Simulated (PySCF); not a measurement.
# ZrOCl2: structure of the singlet

The runs use PySCF 2.14.0; PBE0, basis Zr def2-SVP with ECP28, O def2-SVP, Cl def2-SVP, scalar-relativistic core potentials, no spin–orbit coupling, density fitting.

### 1 Starting geometry

4 atoms, charge 0, spin multiplicity 1.

Bond lengths: Zr1–O2 1.840 Å, Zr1–Cl3 2.530 Å, Zr1–Cl4 2.530 Å. Angles: O2–Zr1–Cl3 88.0°, O2–Zr1–Cl4 176.0°, Cl3–Zr1–Cl4 88.0°.

```xyz
4
charge 0 multiplicity 1
Zr    0.0000    0.0000    0.0000
O    -1.8389    0.0000    0.0642
Cl    0.0000    0.0000    2.5300
Cl    2.5285    0.0000    0.0883
```

### 2 Finding the electronic state

One driver script runs all steps and calls PySCF; scf.py shows how it sets up the SCF of each step. The optimiser is the driver's own. After this first run the driver tries any further starts and a stability analysis.

Input file scf.py:

```python
from pyscf import gto, scf, dft
mol = gto.M(atom='''
Zr     0.000000     0.000000     0.000000
O     -1.838900     0.000000     0.064200
Cl     0.000000     0.000000     2.530000
Cl     2.528500     0.000000     0.088300''',
    basis={'Zr': 'def2-SVP', 'O': 'def2-SVP', 'Cl': 'def2-SVP'},
    ecp={'Zr': 'def2-SVP'},
    charge=0, spin=0)
mf = dft.RKS(mol, xc='PBE0')
mf.grids.atom_grid = (50, 194)
aux = {'Zr': 'def2-universal-JKFIT', 'O': 'def2-universal-JKFIT', 'Cl': 'def2-universal-JKFIT'}
mf = mf.density_fit(auxbasis=aux)
mf.conv_tol = 1e-08
mf.diis_space = 10
mf.max_cycle = 60
mf.init_guess = 'minao'
mf.verbose = 4
mf.kernel()
```

Command:

```console
OMP_NUM_THREADS=2 python axn.py task.json out
```

Q: Estimate the wall time on 2 threads of Arm Neoverse V2, shared host.

About 6.5 s, with a peak of 0.42 GiB.
